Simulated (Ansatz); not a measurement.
# SW: the cost of one run

The runs use Ansatz 0.2.0, Gaussian basis; def2-TZVPP, core rule «outside noble gas», up to 9 orbitals frozen.

Plan: UHF; CCSD(T) on ROHF; CCSD(T) on UHF; CCSDT(Q) on ROHF; CCSDT(Q) on UHF; CASSCF and MRCISD+Q, 11 electrons in 10 orbitals; CASSCF and NEVPT2, 11 electrons in 10 orbitals.

3 further runs of the same task are left out: 3 set aside as unsound or not needed. Runs told in other sessions of the task aren't counted.

**1. The geometry**

The geometry is a PBE0/def2-TZVP stationary point (not a proven minimum) of the parent state, kept for this charge and spin. No spin-orbit coupling is included. Elements past krypton take def2 core potentials.

2 atoms, charge 1, spin multiplicity 6.

Atoms are counted from 1 here; the program's logs count them from 0.

Bond lengths: W1–S2 2.053 Å.

As a file:

```
W     0.0000    0.0000    0.0000
S     0.0000    0.0000    2.0526
```

**2. UHF**

File in.yaml:

```yaml
crystal:
  periodic: [false, false, false]
  atoms:
    - {symbol: W, position_ang: [0.000000, 0.000000, 0.000000]}
    - {symbol: S, position_ang: [0.000000, 0.000000, 2.052600]}
basis:
  gaussian: {orbitals: def2-TZVPP}
total_charge: 1
magnetization: {spin_polarized: true, initial_magnetization: 5}
hamiltonian: {xc: hf}
output: {orbitals: {seedname: orbitals}}
```

The run is started by

```bash
> ansatz run in.yaml --threads 1 --pin off --events-out ev --progress --plain --max-ram 2816MiB --backend cpu
```

What time and memory should one allow on 1 thread of AMD EPYC 7R13, shared host?

About 6 s, with a peak of 0.27 GiB.
